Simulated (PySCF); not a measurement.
# C2H9N3Si2: the cost of one run

Programs: PySCF 2.14.0, with density-fitted response routines of our own. Each step states its level of theory. These are calculated values for one molecule in the gas phase, unless marked as measured. Atoms are numbered from 0 throughout.

## 1. The molecule as given

16 atoms, charge 0, multiplicity 1; geometry from: GFN2-xTB.

Bonds of the start (Å): C0–C1 1.33, C1–N2 1.36, N2–Si3 1.75, Si3–N4 1.74, N4–Si5 1.75, Si5–N6 1.72, Si5–N2 1.75, C0–H7 1.08, C0–H8 1.07, C1–H9 1.08, Si3–H10 1.46, Si3–H11 1.46, N4–H12 1.00, Si5–H13 1.46, N6–H14 1.01, N6–H15 1.01.

## 2. Excited states and response: PBE0/def2-SVPD

Job settings and geometry (Å):

```
{"job": {"kind": "uv", "xc": "PBE0", "basis": "def2-SVPD", "nstates": 8, "ntriplets": 3}, "charge": 0, "multiplicity": 1}
C      2.299166     0.713506     1.263604
C      1.397501     0.851923     0.297295
N      0.371099    -0.010733     0.044986
Si    -0.107484    -1.512939     0.803455
N     -1.383815    -1.457770    -0.377819
Si    -0.849955    -0.020949    -1.212325
N     -1.774756     1.423452    -1.199787
H      2.274092    -0.132568     1.929008
H      3.076165     1.439870     1.412520
H      1.430196     1.704905    -0.370752
H     -0.582700    -1.369109     2.176734
H      0.851465    -2.598235     0.619010
H     -2.073101    -2.145521    -0.617567
H     -0.374342    -0.229181    -2.572509
H     -2.070353     1.800128    -0.313353
H     -2.490778     1.552164    -1.893912
```

Method: TDDFT PBE0/def2-SVPD, vertical, gas phase, core orbitals frozen in the response.

The run is started by

```bash
> OMP_NUM_THREADS=1 python probes_run.py task.json out
```

The driver reads the jobs from task.json and runs them one after another.

**Question.** How long does this job take on 1 thread of AMD EPYC, shared host, and how much memory does it need?

About 80 s, with a peak of 0.9 GiB.
